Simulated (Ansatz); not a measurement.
# GeH4S2Se: the cost of one run

All numbers below are computed with Ansatz 0.2.0 (RKS PBE0-D4/def2-SVP).

### 1 The starting structure

Bond lengths: S1–Ge2 2.172 Å, Ge2–S3 2.196 Å, Ge2–Se4 2.304 Å, S1–H5 1.440 Å, Ge2–H6 1.563 Å, S3–H7 1.375 Å, Se4–H8 1.532 Å. Angles: S1–Ge2–S3 107.8°, S1–Ge2–Se4 110.7°, S1–Ge2–H6 110.1°, S3–Ge2–Se4 108.1°, S3–Ge2–H6 109.9°, Se4–Ge2–H6 110.2°, Ge2–S1–H5 93.1°, Ge2–S3–H7 94.6°, Ge2–Se4–H8 91.0°.

Structure file:

```xyz
8

S    -0.7350    1.2170   -1.3679
Ge    0.2095    0.4527    0.4325
S     2.2317   -0.2144   -0.1025
Se   -0.9484   -1.3624    1.2521
H    -1.9672    1.5199   -0.6875
H     0.2883    1.5762    1.5165
H     1.8015   -1.1456   -1.0186
H    -0.7883   -2.1006   -0.0804
```

### 2 Relaxing end A

Input file input.yaml:

```yaml
crystal:
  periodic: [false, false, false]
  atoms:
    - { symbol: S, position_ang: [-0.735, 1.217, -1.3679] }
    - { symbol: Ge, position_ang: [0.2095, 0.4527, 0.4325] }
    - { symbol: S, position_ang: [2.2317, -0.2144, -0.1025] }
    - { symbol: Se, position_ang: [-0.9484, -1.3624, 1.2521] }
    - { symbol: H, position_ang: [-1.9672, 1.5199, -0.6875] }
    - { symbol: H, position_ang: [0.2883, 1.5762, 1.5165] }
    - { symbol: H, position_ang: [1.8015, -1.1456, -1.0186] }
    - { symbol: H, position_ang: [-0.7883, -2.1006, -0.0804] }
basis:
  gaussian: { orbitals: def2-SVP }
hamiltonian:
  xc: pbe0
  dispersion: d4
relax:
  f_tol: 0.015
  max_steps: 40
```

On the command line:

```
ansatz run input.yaml --threads 2 --pin off --max-ram 3072MiB --backend cpu --events-out ev --progress --plain --runs-dir out
```

What time and memory should one allow on 2 threads of Arm Neoverse V1, shared host?

About 52 s, with a peak of 0.34 GiB.
